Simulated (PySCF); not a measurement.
# triplet TiO2 at UHF/STO-3G

Wanted: a single-point energy of triplet TiO2. 

The results are computed with PySCF 2.14.0.

3 further runs of the same task are left out: 3 set aside as unsound or not needed.

### Step 1. The structure to begin with

TiO2 has 3 atoms, charge 0, and is taken as a triplet. SMILES of the parent species: `[O]=[Ti]=[O]`. The coordinates come from a PBE0-D4/def2-TZVP relaxation. That shape belongs to the parent species and isn't relaxed for this state.

Bond lengths: O1–Ti2 1.628 Å, Ti2–O3 1.628 Å. Angles: O1–Ti2–O3 111.8°.

### Step 2. A single-point energy at UHF/STO-3G

mol.xyz

```xyz
3

O      0.921000     0.928800     0.444600
Ti     0.135000    -0.492000     0.331600
O     -1.056100    -0.436800    -0.776200
```

run.py

```python
from pyscf import gto, scf

mol = gto.M(
    atom='mol.xyz',
    spin=2,
    charge=0,
    basis='sto-3g',
    verbose=3,
    max_memory=1860,
)

mf = scf.UHF(mol)
mf.conv_tol = 1e-10
mf.kernel()
if not mf.converged:
    mf = mf.newton().run(mf.mo_coeff, mf.mo_occ)

etot = mf.e_tot
print(f'total energy: {etot:.8f} hartree')
```

Run with:

```sh
$ OMP_NUM_THREADS=1 python run.py
```

The log of the run:

```text
WARN: HOMO -0.170257257179034 >= LUMO -0.535901548007744

converged SCF energy = -987.477062561258  <S^2> = 2.1636029  2S+1 = 3.1071549
total energy: -987.47706256 hartree
```

It took 0.7 s on 1 thread of Arm Neoverse V2, shared host; peak memory 0.1 GiB.

### Step 3. Outcome

At UHF/STO-3G:

```
                          quantity          value
                      total energy  -987.47706 Eh
                     dipole moment         2.75 D
HOMO energy (highest over α and β)       -5.54 eV
 LUMO energy (lowest over α and β)        4.88 eV
                              ⟨S²⟩          2.164
```

⟨S²⟩ is 2.16 where a pure triplet has 2.00: the reference is spin-contaminated. Mulliken charges run from -0.23 on O3 to +0.46 on Ti2.
